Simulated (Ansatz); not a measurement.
CH4FNSi, SMILES N=C[SiH2]F, a rigid torsion scan

Program: the Ansatz DFT code, driven from Python.

The script, `torsion_ch4fnsi.py`:
```python
"""Rigid torsion scan of CH4FNSi."""

from dataclasses import dataclass

import ansatz as az
from ase import Atoms


@dataclass
class Options:
    basis_set: str = "cc-pVDZ"
    xc: str = "hf"
    fmax: float = 0.02


opts = Options()

atoms = Atoms(["N", "C", "Si", "F", "H", "H", "H", "H"], positions=[
    [-0.5262, 1.62, -0.6326],
    [0.1108, 0.9652, 0.2017],
    [0.1686, -0.9069, 0.2044],
    [-0.6399, -1.4499, -0.9856],
    [-1.0705, 1.0509, -1.3306],
    [0.6999, 1.5007, 0.9775],
    [1.6198, -1.3881, 0.0174],
    [-0.2703, -1.4489, 1.492],
])

# start the scan from a relaxed geometry
first = (
    az.Crystal.molecule_from_ase(atoms).calculation()
    .basis(gaussian=opts.basis_set)
    .functional(opts.xc)
    .scf(lower_state_search="off")
    .relax(force_tolerance=opts.fmax, max_steps=80)
)
atoms.positions = first.run().report["positions_ang"]

start = atoms.get_dihedral(3, 2, 1, 0)
energies = {}
for turn in range(0, 360, 40):
    turned = atoms.copy()
    turned.set_dihedral(3, 2, 1, 0, start + turn, indices=[0, 1, 4, 5])
    calc = (
        az.Crystal.molecule_from_ase(turned).calculation()
        .basis(gaussian=opts.basis_set)
        .functional(opts.xc)
        .scf(lower_state_search="off")
    )
    energies[round((start + turn) % 360)] = calc.run().report["free_energy_ev"]
floor = min(energies.values())
print("dihedral F3-Si2-C1-N0 (deg)   E - E(min) (kJ/mol)")
for angle, e in sorted(energies.items()):
    print(f"{angle:8d} {96.485332 * (e - floor):14.3f}  " + "#" * int(30 * (e - floor) / max(max(energies.values()) - floor, 1e-9)))
```

`python torsion_ch4fnsi.py` gives:
```text
dihedral F3-Si2-C1-N0 (deg)   E - E(min) (kJ/mol)
      40          7.841  #######################
      80          9.901  ##############################
     120          6.133  ##################
     160          8.417  #########################
     200          8.444  #########################
     240          6.134  ##################
     280          9.863  #############################
     320          7.916  #######################
     360          0.000
```

Reading the output:
- The settings weren't tested for convergence.
- The scan is rigid and the energies are electronic, in a modest basis. With rigid groups the curve can differ much from the relaxed path, the start wasn't checked as a minimum of this torsion, and equivalent turns needn't return to the same energy.
- Run time: 18 s on 1 thread of AMD EPYC 7B13 (Zen 3), with other jobs on the host, peak memory 0.22 GiB.
